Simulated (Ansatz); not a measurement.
# C₂H₇BSi: one species, many methods

How much do the methods differ for C₂H₇BSi? The plan is to run it at one geometry with functionals of several rungs and with coupled cluster, and see how far each lands from CCSD(T) at the basis-set limit for the atomisation energy.

The runs use Ansatz 0.2.0, Gaussian basis; functionals in def2-TZVPP, the program's frozen cores in correlated methods.

Plan: LDA (SPW92), PBE-D4, revPBE-D4, BLYP-D4, r2SCAN-D4, B97M-V, PBE0-D4, B3LYP-D4, r2SCANh-D4, r2SCAN0-D4, HSE06-D4, BHLYP-D4, CAM-B3LYP-D4, LC-ωPBE, ωB97X-V, ωB97M-V, B2PLYP, PBE-QIDH; CCSD(T)/def2-SVP; CCSD(T)/def2-TZVPP; MP2/def2-QZVPP; extrapolation to the limit; RPA on PBE.

## (1) Structure used throughout

The geometry comes from an earlier relaxation with PBE0-D4 in a triple-zeta def2 set; it is a stationary point, not always the lowest conformer.

SMILES `BC1C[SiH2]1`, 11 atoms, charge 0, spin multiplicity 1.

Atoms are counted from 1 here; the program's logs count them from 0.

Bond lengths: B1–C2 1.497 Å, B1–H5 1.197 Å, B1–H6 1.202 Å, C2–C3 1.515 Å, C2–Si4 1.928 Å, C2–H7 1.089 Å, C3–Si4 1.848 Å, C3–H8 1.084 Å, C3–H9 1.086 Å, Si4–H10 1.475 Å, Si4–H11 1.472 Å. Angles: C2–B1–H5 120.1°, C2–B1–H6 120.0°, H5–B1–H6 119.9°, B1–C2–C3 124.2°, B1–C2–Si4 91.2°, B1–C2–H7 120.0°, C3–C2–Si4 63.6°, C3–C2–H7 115.4°, Si4–C2–H7 109.8°, C2–C3–Si4 69.2°, C2–C3–H8 116.5°, C2–C3–H9 115.7°, Si4–C3–H8 119.4°, Si4–C3–H9 115.6°, H8–C3–H9 113.6°, C2–Si4–C3 47.3°, C2–Si4–H10 114.3°, C2–Si4–H11 122.9° and more.

Coordinates:

```xyz
11
C2H7BSi
B    -0.9213    1.0932   -0.5477
C     0.2172    0.7286    0.3527
C     0.2606   -0.5226    1.2064
Si    0.4753   -0.9387   -0.5811
H    -0.8082    2.0005   -1.3199
H    -1.9446    0.4630   -0.5094
H     1.1376    1.3101    0.3298
H     1.1047   -0.6194    1.8801
H    -0.6844   -0.8248    1.6484
H     1.8333   -1.1266   -1.1257
H    -0.6047   -1.6203   -1.3131
```

## (2) LDA

This LDA is Slater exchange with PW92 correlation.

File in.yaml:

```yaml
crystal:
  periodic: [false, false, false]
  atoms:
    - {symbol: B, position_ang: [-0.921270, 1.093167, -0.547696]}
    - {symbol: C, position_ang: [0.217164, 0.728624, 0.352726]}
    - {symbol: C, position_ang: [0.260553, -0.522586, 1.206449]}
    - {symbol: Si, position_ang: [0.475257, -0.938664, -0.581127]}
    - {symbol: H, position_ang: [-0.808170, 2.000482, -1.319929]}
    - {symbol: H, position_ang: [-1.944586, 0.462961, -0.509391]}
    - {symbol: H, position_ang: [1.137638, 1.310146, 0.329762]}
    - {symbol: H, position_ang: [1.104666, -0.619437, 1.880092]}
    - {symbol: H, position_ang: [-0.684436, -0.824824, 1.648435]}
    - {symbol: H, position_ang: [1.833287, -1.126612, -1.125724]}
    - {symbol: H, position_ang: [-0.604704, -1.620258, -1.313098]}
basis:
  gaussian: {orbitals: def2-TZVPP}
hamiltonian: {xc: lda}
output: {orbitals: {seedname: orbitals}}
```

Command:

```sh
ansatz run in.yaml --threads 2 --pin off --events-out ev --progress --plain --max-ram 4352MiB
```

Further steps of the session: PBE-D4 (GGA); revPBE-D4 (GGA); BLYP-D4 (GGA); r2SCAN-D4 (meta-GGA); B97M-V (meta-GGA); B3LYP-D4 (hybrid); r2SCANh-D4 (hybrid); r2SCAN0-D4 (hybrid); HSE06-D4 (hybrid); BHLYP-D4 (hybrid); CAM-B3LYP-D4 (range-separated); LC-ωPBE (range-separated); ωB97X-V (range-separated); ωB97M-V (range-separated); B2PLYP (double hybrid); PBE-QIDH (double hybrid); CCSD(T) in def2-SVP; CCSD(T) in def2-TZVPP; MP2 in def2-QZVPP; RPA on PBE orbitals.

Q: Predict the results of all the runs planned. Wanted: atomisation energy, CCSD(T)/CBS; farthest beyond LDA; mean size of error, GGA; mean size of error, meta-GGA; mean size of error, hybrid; mean size of error, range-separated; mean size of error, double hybrid; gap, smallest and largest; T1 diagnostic.

**Answer**, as computed:

| quantity | value |
| --- | --- |
| atomisation energy, CCSD(T)/CBS | 948.8 kcal/mol |
| functionals within 4.7 kcal/mol (0.5 %) | revPBE-D4, BLYP-D4, B3LYP-D4, r2SCAN0-D4, LC-ωPBE, PBE-QIDH |
| farthest beyond LDA | PBE-D4 (+16.7 kcal/mol) |
| mean size of error, GGA | 7.5 kcal/mol |
| mean size of error, meta-GGA | 9.4 kcal/mol |
| mean size of error, hybrid | 7.0 kcal/mol |
| mean size of error, range-separated | 5.1 kcal/mol |
| mean size of error, double hybrid | 4.6 kcal/mol |
| gap, smallest and largest | 5.00 eV (LDA (SPW92)), 11.56 eV (LC-ωPBE) |
| T1 diagnostic | 0.0112 |
| triples share of the correlation energy | 4.2 % |

What this shows: The LDA atomisation energy is off by 125.3 kcal/mol (13 %): it overbinds. PBE-D4 misses by +16.7 kcal/mol. Double hybrids carry the basis error of their MP2 part in triple zeta, and no dispersion term here, so their miss is partly the set-up's. By mean error the best rung here is double hybrid (4.6 kcal/mol) and the worst beyond LDA is meta-GGA (9.4 kcal/mol). The gap between the best rungs is small, so their order is not settled. The reference freezes the cores and leaves out relativity and excitations past (T), so misses under about 4.7 kcal/mol can't be ranked. Hartree-Fock recovers 76 % of the binding; the rest is correlation. CCSD(T) in def2-SVP is off by -43.6 kcal/mol, worse than the median functional, from the basis alone. The gap grows from 5.0 to 11.6 eV across the functionals, mostly with the share of exact exchange.
